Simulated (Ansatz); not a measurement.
# C₂H₇FGeO₂: up Jacob's ladder to CCSD(T)

One table from this session's results is given with a row withheld; the runs are named, their logs left out.

Computed with Ansatz 0.2.0, Gaussian basis. Level: functionals in def2-TZVPP, the program's frozen cores in correlated methods.

Levels to be run: PBE-D4, r2SCAN-D4, PBE0-D4, B3LYP-D4, ωB97X-V, ωB97M-V, B2PLYP; CCSD(T)/def2-TZVPP; MP2/def2-QZVPP; extrapolation to the limit.

## Structure used throughout

An earlier PBE0-D4 in a triple-zeta def2 set relaxation fixed the geometry.

SMILES `C[O][GeH]([F])[O]C`, 13 atoms, charge 0, spin multiplicity 1.

Atoms are counted from 1 here; the program's logs count them from 0.

Bond lengths: C1–O2 1.414 Å, C1–H7 1.097 Å, C1–H8 1.091 Å, C1–H9 1.094 Å, O2–Ge3 1.754 Å, Ge3–F4 1.738 Å, Ge3–O5 1.742 Å, Ge3–H10 1.524 Å, O5–C6 1.418 Å, C6–H11 1.094 Å, C6–H12 1.094 Å, C6–H13 1.091 Å. Angles: O2–C1–H7 111.9°, O2–C1–H8 107.6°, O2–C1–H9 111.8°, H7–C1–H8 108.2°, H7–C1–H9 108.7°, H8–C1–H9 108.7°, C1–O2–Ge3 120.6°, O2–Ge3–F4 105.6°, O2–Ge3–O5 107.5°, O2–Ge3–H10 116.0°, F4–Ge3–O5 109.5°, F4–Ge3–H10 108.2°, O5–Ge3–H10 109.9°, Ge3–O5–C6 120.4°, O5–C6–H11 111.4°, O5–C6–H12 111.6°, O5–C6–H13 107.3°, H11–C6–H12 109.0° and more.

As a file:

```
atom     x (Å)     y (Å)     z (Å)
  C1   0.53652  -1.23543  -1.85995
  O2   0.45031  -0.88647  -0.49241
 Ge3   0.74323   0.76261   0.02866
  F4  -0.22908   1.76035  -1.00973
  O5   0.17375   0.90306   1.66904
  C6  -1.12649   0.45787   2.01760
  H7   1.55312  -1.10704  -2.25074
  H8   0.26896  -2.28982  -1.94806
  H9  -0.15214  -0.64671  -2.47365
 H10   2.18596   1.24601  -0.06314
 H11  -1.89852   1.06944   1.54024
 H12  -1.28182  -0.58931   1.74215
 H13  -1.22378   0.55544   3.09999
```

The first run:

in.yaml

```yaml
crystal:
  periodic: [false, false, false]
  atoms:
    - {symbol: C, position_ang: [0.536520, -1.235427, -1.859946]}
    - {symbol: O, position_ang: [0.450308, -0.886468, -0.492410]}
    - {symbol: Ge, position_ang: [0.743231, 0.762614, 0.028657]}
    - {symbol: F, position_ang: [-0.229077, 1.760345, -1.009731]}
    - {symbol: O, position_ang: [0.173755, 0.903064, 1.669039]}
    - {symbol: C, position_ang: [-1.126491, 0.457873, 2.017604]}
    - {symbol: H, position_ang: [1.553116, -1.107038, -2.250742]}
    - {symbol: H, position_ang: [0.268956, -2.289823, -1.948060]}
    - {symbol: H, position_ang: [-0.152142, -0.646711, -2.473652]}
    - {symbol: H, position_ang: [2.185960, 1.246006, -0.063141]}
    - {symbol: H, position_ang: [-1.898520, 1.069437, 1.540235]}
    - {symbol: H, position_ang: [-1.281823, -0.589311, 1.742155]}
    - {symbol: H, position_ang: [-1.223784, 0.555439, 3.099991]}
basis:
  gaussian: {orbitals: def2-TZVPP}
hamiltonian: {xc: pbe, dispersion: d4}
output: {forces: true, orbitals: {seedname: orbitals}}
```

Started as:

```console
$ ansatz run in.yaml --threads 2 --pin off --events-out ev --progress --plain --max-ram 22528MiB --backend cuda --devices 0, --max-vram 18GiB
```

Among the steps run: PBE-D4 (GGA); r2SCAN-D4 (meta-GGA); PBE0-D4 (hybrid); B3LYP-D4 (hybrid); ωB97X-V (range-separated); ωB97M-V (range-separated); B2PLYP (double hybrid); CCSD(T) in def2-TZVPP; MP2 in def2-QZVPP.

One table of the session follows, with a row left open; its other results are not shown here.

| method | atomisation energy (kcal/mol) |
| --- | --- |
| PBE-D4 | 1174.7 |
| r2SCAN-D4 | 1157.3 |
| PBE0-D4 | 1148.4 |
| B3LYP-D4 | 1149.7 |
| ωB97X-V | 1159.1 |
| ωB97M-V | 1154.4 |
| B2PLYP | 1143.0 |
| HF/def2-TZVPP | 823.7 |
| MP2/def2-TZVPP | 1155.2 |
| CCSD/def2-TZVPP | ? |
| CCSD(T)/def2-TZVPP | 1131.7 |
| MP2/CBS | 1182.9 |
| CCSD(T)/CBS | 1159.3 |

**Question.** Estimate the row for CCSD/def2-TZVPP.

**Answer.** atomisation energy (kcal/mol): 1113.8. In the column «atomisation energy (kcal/mol)» it lies between HF/def2-TZVPP (823.7) and CCSD(T)/def2-TZVPP (1131.7).
